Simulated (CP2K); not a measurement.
Something may be wrong with this CP2K 2026.2 calculation of SnSe2.

Contents of snse2_scf.inp:

```
&GLOBAL
  PROJECT snse2_scf
  RUN_TYPE ENERGY_FORCE
  PRINT_LEVEL LOW
&END GLOBAL
&FORCE_EVAL
  METHOD QS
  STRESS_TENSOR ANALYTICAL
  &DFT
    BASIS_SET_FILE_NAME BASIS_MOLOPT_UZH
    POTENTIAL_FILE_NAME POTENTIAL_UZH
    &MGRID
      CUTOFF 450
      REL_CUTOFF 60
      NGRIDS 4
    &END MGRID
    &QS
      METHOD GPW
      EPS_DEFAULT 1.0E-9
    &END QS
    &KPOINTS
      SCHEME MONKHORST-PACK 8 8 5
      GAMMA_CENTERED T
      SYMMETRY T
      SYMMETRY_BACKEND SPGLIB
    &END KPOINTS
    &SCF
      GUESS ATOMIC
      EPS_SCF 1.0E-6
      MAX_SCF 50
      ADDED_MOS 12
      CHOLESKY OFF
      EPS_EIGVAL 1.0E-7
      &DIAGONALIZATION ON
        ALGORITHM STANDARD
      &END DIAGONALIZATION
      &MIXING ON
        METHOD BROYDEN_MIXING
        ALPHA 0.4
        BETA 1.5
        NBUFFER 8
      &END MIXING
      &SMEAR ON
        METHOD FERMI_DIRAC
        ELECTRONIC_TEMPERATURE 580.23
      &END SMEAR
    &END SCF
    &XC
      &XC_FUNCTIONAL
        &GGA_X_PBE
        &END GGA_X_PBE
        &GGA_C_PBE
        &END GGA_C_PBE
      &END XC_FUNCTIONAL
    &END XC
    &PRINT
      &KPOINTS ON
      &END KPOINTS
      &MULLIKEN ON
      &END MULLIKEN
      &MO ON
        ENERGIES T
        OCCUPATION_NUMBERS T
        &EACH
          QS_SCF 0
        &END EACH
        ADD_LAST NUMERIC
      &END MO
      &LOWDIN ON
      &END LOWDIN
      &HIRSHFELD ON
        SHAPE_FUNCTION DENSITY
      &END HIRSHFELD
    &END PRINT
  &END DFT
  &SUBSYS
    &CELL
      ABC 3.8110000000 3.8110000000 6.1360000000
      ALPHA_BETA_GAMMA 90.0000000000 90.0000000000 120.0000000002
      PERIODIC XYZ
    &END CELL
    &COORD
      Sn  0.0000000000 0.0000000000 0.0000000000
      Se  1.9055000002 1.1001409378 4.6081360000
      Se  -0.0000000002 2.2002818760 1.5278640000
    &END COORD
    &KIND Sn
      BASIS_SET TZVP-MOLOPT-PBE-GTH-q4
      POTENTIAL GTH-PBE-q4
    &END KIND
    &KIND Se
      BASIS_SET TZVP-MOLOPT-PBE-GTH-q6
      POTENTIAL GTH-PBE-q6
    &END KIND
    &PRINT
      &ATOMIC_COORDINATES ON
      &END ATOMIC_COORDINATES
      &CELL ON
      &END CELL
    &END PRINT
  &END SUBSYS
  &PRINT
    &FORCES ON
    &END FORCES
    &STRESS_TENSOR ON
    &END STRESS_TENSOR
  &END PRINT
&END FORCE_EVAL
```

Potentials or basis: POTENTIAL_UZH Sn GTH-PBE-q4, Se GTH-PBE-q6; TZVP-MOLOPT-PBE-GTH basis.

Run with:

```console
$ OMP_NUM_THREADS=1 cp2k.psmp -i snse2_scf.inp -o snse2_scf.out
```

snse2_scf.out:

```text
Possible matches for unknown keyword

 GUESS

   subsection GCE in section %__ROOT__%FORCE_EVAL%DFT%SCF score:  107
   subsection GCE in section %__ROOT__%FORCE_EVAL%DFT%XAS%SCF score:  107
   keyword SCF_GUESS in section %__ROOT__%FORCE_EVAL%DFT%SCF score:  106
   enum EHT in section %__ROOT__%FORCE_EVAL%DFT%SCF for keyword SCF_GUESS score:  106
   subsection SMEAR in section %__ROOT__%FORCE_EVAL%DFT%SCF score:  106

 *******************************************************************************
 *   ___                                                                       *
 *  /   \                                                                      *
 * [ABORT]                                                                     *
 *  \___/              found an unknown keyword GUESS in section SCF           *
 *    |                                                                        *
 *  O/|                                                                        *
 * /| |                                                                        *
 * / \                                               input/input_parsing.F:253 *
 *******************************************************************************
```

Question: Diagnose the run.

Answer: The program refused the input. The input holds a flaw that was put in on purpose: a keyword is misspelt (SCF_GUESS = GUESS).
